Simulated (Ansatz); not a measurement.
# C2H8O2Si: how energies converge with the basis set

One table from this session's results is given with a row withheld; the runs are named, their logs left out.

Method: one geometry, several basis sets; program: Ansatz 0.2.0, Gaussian basis.

Levels to be run: PBE0-D4/def2-SVP; ωB97M-V/def2-SVP; PBE0-D4/def2-QZVPP; ωB97M-V/def2-QZVPP; the functionals' def2-TZVPP values are taken from earlier runs.

## The relaxed structure

An earlier PBE0-D4 in a triple-zeta def2 set relaxation fixed the geometry.

SMILES `COC(O)[SiH3]`, 13 atoms, charge 0, spin multiplicity 1.

Atoms are counted from 1 here; the program's logs count them from 0.

Bond lengths: C1–O2 1.406 Å, C1–H6 1.090 Å, C1–H7 1.096 Å, C1–H8 1.100 Å, O2–C3 1.399 Å, C3–O4 1.408 Å, C3–Si5 1.906 Å, C3–H9 1.105 Å, O4–H10 0.961 Å, Si5–H11 1.485 Å, Si5–H12 1.483 Å, Si5–H13 1.486 Å. Angles: O2–C1–H6 107.4°, O2–C1–H7 111.8°, O2–C1–H8 111.0°, H6–C1–H7 108.5°, H6–C1–H8 108.8°, H7–C1–H8 109.1°, C1–O2–C3 114.1°, O2–C3–O4 113.3°, O2–C3–Si5 107.0°, O2–C3–H9 108.7°, O4–C3–Si5 107.7°, O4–C3–H9 109.3°, Si5–C3–H9 110.7°, C3–O4–H10 109.8°, C3–Si5–H11 109.2°, C3–Si5–H12 109.4°, C3–Si5–H13 108.6°, H11–Si5–H12 110.2° and more.

Set-up of the first run:

File in.yaml:

```yaml
crystal:
  periodic: [false, false, false]
  atoms:
    - {symbol: C, position_ang: [-1.893298, 0.623939, -0.185524]}
    - {symbol: O, position_ang: [-0.836143, -0.275876, -0.406939]}
    - {symbol: C, position_ang: [0.359588, 0.081535, 0.225110]}
    - {symbol: O, position_ang: [0.946557, 1.244637, -0.309190]}
    - {symbol: Si, position_ang: [1.582524, -1.356726, -0.038781]}
    - {symbol: H, position_ang: [-2.798163, 0.170498, -0.589164]}
    - {symbol: H, position_ang: [-1.726737, 1.580469, -0.694241]}
    - {symbol: H, position_ang: [-2.036972, 0.807618, 0.889156]}
    - {symbol: H, position_ang: [0.160629, 0.233369, 1.301615]}
    - {symbol: H, position_ang: [0.572272, 2.021680, 0.114121]}
    - {symbol: H, position_ang: [0.982131, -2.610601, 0.484317]}
    - {symbol: H, position_ang: [1.876713, -1.493828, -1.485751]}
    - {symbol: H, position_ang: [2.831299, -1.061514, 0.709971]}
basis:
  gaussian: {orbitals: def2-SVP}
hamiltonian: {xc: pbe0, dispersion: d4}
output: {orbitals: {seedname: orbitals}}
```

Command:

```
> ansatz run in.yaml --threads 4 --pin off --events-out ev --progress --plain --max-ram 10444MiB
```

Steps of the session up to this table: PBE0-D4 in def2-SVP; ωB97M-V in def2-SVP; PBE0-D4 in def2-QZVPP; ωB97M-V in def2-QZVPP.

One table of the session follows, with a row left open; its other results are not shown here.

It belongs to the step «Density functionals: the series». 

```
functional       basis  HOMO (eV)  LUMO (eV)
   PBE0-D4    def2-SVP      -7.77       1.04
   PBE0-D4  def2-TZVPP      -7.93       0.52
   PBE0-D4  def2-QZVPP      -7.97       0.18
   ωB97M-V    def2-SVP     -10.16       2.78
   ωB97M-V  def2-TZVPP          ?          ?
   ωB97M-V  def2-QZVPP     -10.38       1.43
```

Estimate the missing values for ωB97M-V, def2-TZVPP.

As computed: HOMO (eV): -10.33; LUMO (eV): 2.04. In the column «HOMO (eV)» it lies between ωB97M-V, def2-QZVPP (-10.38) and ωB97M-V, def2-SVP (-10.16).
